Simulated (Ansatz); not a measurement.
Geometry optimisation, DFT LDA, scalar-relativistic, plane waves, PAW in Ansatz 0.2.0.

Input:

```yaml
crystal:
  lattice:
    - [-2.457483, 4.256486, 5.431301]
    - [4.914966, 0.0, 5.431301]
    - [4.914966, 8.512971, 0.0]
  atoms:
    - { symbol: Si, position: [-0.0011506, -0.0034068, 0.2649741] }
    - { symbol: Si, position: [0.5709407, 0.1011225, 0.9489937] }
    - { symbol: Si, position: [0.9293028, 0.3992888, 0.0358721] }
    - { symbol: O, position: [0.4663036, 0.3139326, 0.9794398] }
    - { symbol: O, position: [0.2008516, 0.9187907, 0.3280268] }
    - { symbol: O, position: [0.5247789, 0.9272026, 0.1097849] }
    - { symbol: O, position: [0.0393186, 0.1757105, 0.1192428] }
    - { symbol: O, position: [0.9840429, 0.564198, 0.0827456] }
    - { symbol: O, position: [0.3030782, 0.5839511, 0.1352496] }
    - { symbol: Si, position: [-3.15e-05, -0.000596, 0.7699818] }
    - { symbol: Si, position: [0.5703132, 0.09646, 0.4499051] }
    - { symbol: Si, position: [0.9319296, 0.4054016, 0.5358597] }
    - { symbol: O, position: [0.4672035, 0.3227518, 0.4701561] }
    - { symbol: O, position: [0.1951625, 0.9328429, 0.8286364] }
    - { symbol: O, position: [0.5188423, 0.9297318, 0.6049081] }
    - { symbol: O, position: [0.0362193, 0.1769517, 0.6158459] }
    - { symbol: O, position: [0.9734621, 0.5670927, 0.5829422] }
    - { symbol: O, position: [0.2988831, 0.5768065, 0.6379312] }
    - { symbol: Si, position: [0.4978737, 0.4954954, 0.5156855] }
    - { symbol: Si, position: [0.0695068, 0.5927902, 0.2040731] }
    - { symbol: Si, position: [0.4340911, 0.8976574, 0.2791695] }
    - { symbol: O, position: [0.6948173, 0.4206348, 0.5817948] }
    - { symbol: O, position: [0.0186368, 0.4302188, 0.3541276] }
    - { symbol: O, position: [0.5362918, 0.679849, 0.3688437] }
    - { symbol: O, position: [0.4864178, 0.0621107, 0.3282115] }
    - { symbol: F, position: [0.8047761, 0.0796703, 0.3944394], spin: 1.0 }
    - { symbol: Si, position: [0.4956315, 0.4978787, 0.0145623] }
    - { symbol: Si, position: [0.0694017, 0.6043126, 0.704749] }
    - { symbol: Si, position: [0.4356458, 0.8952573, 0.7815334] }
    - { symbol: O, position: [0.9684313, 0.8163768, 0.7268896] }
    - { symbol: O, position: [0.6904839, 0.429095, 0.0762525] }
    - { symbol: O, position: [0.0209333, 0.4293834, 0.8547346] }
    - { symbol: O, position: [0.5333918, 0.6780129, 0.8656531] }
    - { symbol: O, position: [0.4897697, 0.0713399, 0.8286049] }
    - { symbol: O, position: [0.8069029, 0.0681397, 0.8930984] }
magnetization:
  spin_polarized: true
basis:
  ecutwfc: 420.0
kpoints:
  mp_grid: { grid: [2, 2, 1] }
hamiltonian:
  xc: lda
  pseudopotentials: { kind: paw, azcp: { folder: soft_1 } }
scf:
  occupations: { method: gaussian, width: 0.05 }
  lower_state_search: "off"
relax:
  f_tol: 0.03
  max_steps: 60
  adjacent_minimum: "off"
```

Run as:

```bash
$ ansatz run input.yaml --threads 4 --pin off --max-ram 10240MiB --backend cpu --events-out ev --progress --plain --runs-dir out
```

Task: Where does it end, and by what steps?

Result: The run converged. Limits of this set-up: coarse k mesh, PAW files made for another functional, a small cell, in which the defect meets its images, a typed lattice constant that wasn't relaxed here. After 9 steps the energy has fallen by 3.273 eV; Si1 moved furthest, 0.62 Å. Parted: Si1–F26 (1.66 → 2.46 Å). Joined: Si1–Si20 (3.06 → 2.44 Å).

| step | energy less start (eV) | largest force component (eV/Å) | accepted |
| --- | --- | --- | --- |
| 0 | 0.0000 | 6.272 | yes |
| 1 | -1.3910 | 4.268 | yes |
| 2 | -2.5306 | 1.886 | yes |
| 3 | -2.8842 | 1.080 | yes |
| 4 | -3.0810 | 0.819 | yes |
| 5 | -3.2318 | 0.238 | yes |
| 6 | -3.2581 | 0.274 | yes |
| 7 | -3.2699 | 0.060 | yes |
| 8 | -3.2727 | 0.036 | yes |
| 9 | -3.2730 | 0.016 | yes |

```xyz
35
Lattice="-2.4575 4.2565 5.4313 4.9150 0.0000 5.4313 4.9150 8.5130 0.0000" Properties=species:S:1:pos:R:3
Si 0.765 2.046 -0.284
Si 3.755 10.538 3.668
Si -0.354 4.360 7.236
O 5.173 10.243 4.353
O 5.512 3.507 5.916
O 3.863 3.162 7.965
O 1.066 1.040 0.992
O 0.542 5.096 8.368
O 2.600 2.716 4.799
Si 3.775 6.524 0.024
Si 1.530 6.146 3.520
Si 2.379 8.515 7.241
O 3.009 5.937 4.118
O 8.152 7.890 6.120
O 6.323 7.386 7.939
O 3.854 5.364 1.148
O 3.383 9.198 8.302
O 5.331 6.673 4.902
Si 3.825 6.466 5.426
Si 3.675 2.067 3.763
Si 4.787 4.214 7.174
O 3.211 7.830 6.028
O 3.977 3.173 2.613
O 3.820 5.381 6.621
O 0.943 4.836 2.806
F 0.738 6.543 4.854
Si 1.215 2.321 5.507
Si 6.260 6.292 3.634
Si 7.232 8.543 7.272
O 5.284 10.333 9.661
O 0.636 3.661 6.170
O 6.159 7.485 2.560
O 6.306 9.688 6.632
O 3.236 9.170 3.004
O 2.770 11.069 4.830
```

Whether the end is a true minimum wasn't checked by a vibrational analysis.

Run time: 64 s on 4 threads of Intel(R) Xeon(R) CPU @ 2.60GHz (Ice Lake), on a shared host, peak memory 1.4 GiB.
